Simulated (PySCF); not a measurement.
**A diatomic session: MgTe**

One job finds the state of MgTe, follows it along the bond with each method and fits the curves.

Program: PySCF 2.14.0. Level of theory: Mg aug-cc-pVDZ, Te aug-cc-pVDZ-PP with ECP28, scalar-relativistic core potentials. These are calculated values, not measurements.

### 1 Input

Settings of the job:

```
atoms                         : Mg, Te
charge                        : 0
basis                         : Mg aug-cc-pVDZ, Te aug-cc-pVDZ-PP with ECP28
Hamiltonian                   : scalar-relativistic core potentials
basis functions               : 59
electrons treated             : 36
masses in u                   : 23.9850, 129.9062
levels                        : PBE0, PBE, r²SCAN, MN15, TPSSh, M06-L, CAM-B3LYP, HF, MP2, SCS-MP2, CCSD, CCSD(T)
grid                          : 80 radial by 434 angular points
occupations                   : held fixed by the projection of orbital angular momentum
dissociation limit            : Mg + Te, each in its ground configuration
starting distance in angstrom : 2.675
values of 2S to try           : 0, 2
```

Started as:

```sh
OMP_NUM_THREADS=1 python dia.py task.json out
```

After this run come: PBE0 along the bond; Higher solutions at PBE0; PBE (GGA); r²SCAN (meta-GGA); MN15 (hybrid meta-GGA); TPSSh (hybrid meta-GGA); M06-L (meta-GGA); CAM-B3LYP (range-separated hybrid); RHF (mean field); Adding correlation.

Q: Predict the outcome of this session. Wanted: for each run, Re; ωe; De; μ.

The runs gave:

Lowest PBE0 solution found, without spin–orbit coupling: ¹Σ⁺ (singlet), closed shell. State 2 has its PBE0 minimum 0.10 eV higher. State 3 has its PBE0 minimum 0.17 eV higher, as a spin-mixed determinant (⟨S²⟩ = 1.01), so this is no gap between pure states. State 4 has its PBE0 minimum 1.60 eV higher. The other levels ran on the lowest alone.

```
      level  Re (Å)  ωe (cm⁻¹)  De (eV)  μ (D)
        RHF   2.480        356    0.089  -8.38
    RHF-MP2   2.477        384     1.43    n/a
RHF-SCS-MP2   2.486        373     1.24    n/a
   RHF-CCSD   2.498        351     1.05    n/a
RHF-CCSD(T)   2.499        355     1.24    n/a
        PBE   2.485        355     1.67  -6.38
     r²SCAN   2.463        371     1.65  -6.93
      M06-L   2.477        353     1.64  -6.41
      TPSSh   2.470        365     1.62  -6.94
       PBE0   2.466        367     1.49  -7.01
       MN15   2.482        350     1.31  -6.81
  CAM-B3LYP   2.459        364     1.22  -7.17
```

De is counted to Mg + Te in their ground configurations. A positive dipole means Mg(−)Te(+).

Differences from CCSD(T) in the same basis:

```
      level  Re (mÅ)  ωe (%)
        RHF      -20    +0.3
    RHF-MP2      -23    +8.2
RHF-SCS-MP2      -14    +5.0
   RHF-CCSD       -1    -1.1
        PBE      -14    -0.2
     r²SCAN      -37    +4.4
      M06-L      -22    -0.5
      TPSSh      -29    +2.6
       PBE0      -34    +3.1
       MN15      -18    -1.4
  CAM-B3LYP      -40    +2.5
```

Against CCSD(T) in the same basis, the bond length is nearest at RHF-CCSD (-1 mÅ) and farthest at CAM-B3LYP (-40 mÅ); the wavenumber is nearest at PBE (-0.2 %) and farthest at RHF-MP2 (+8.2 %). CCSD(T) in a basis this small is itself some way from its limit, more so than the functionals. Among the levels with a De in the table, it runs from 0.089 eV (RHF) to 1.67 eV (PBE).

Correlated steps freeze 5 core orbitals. These are scalar-relativistic numbers at best; spin–orbit coupling would shift them, the dissociation energy most.
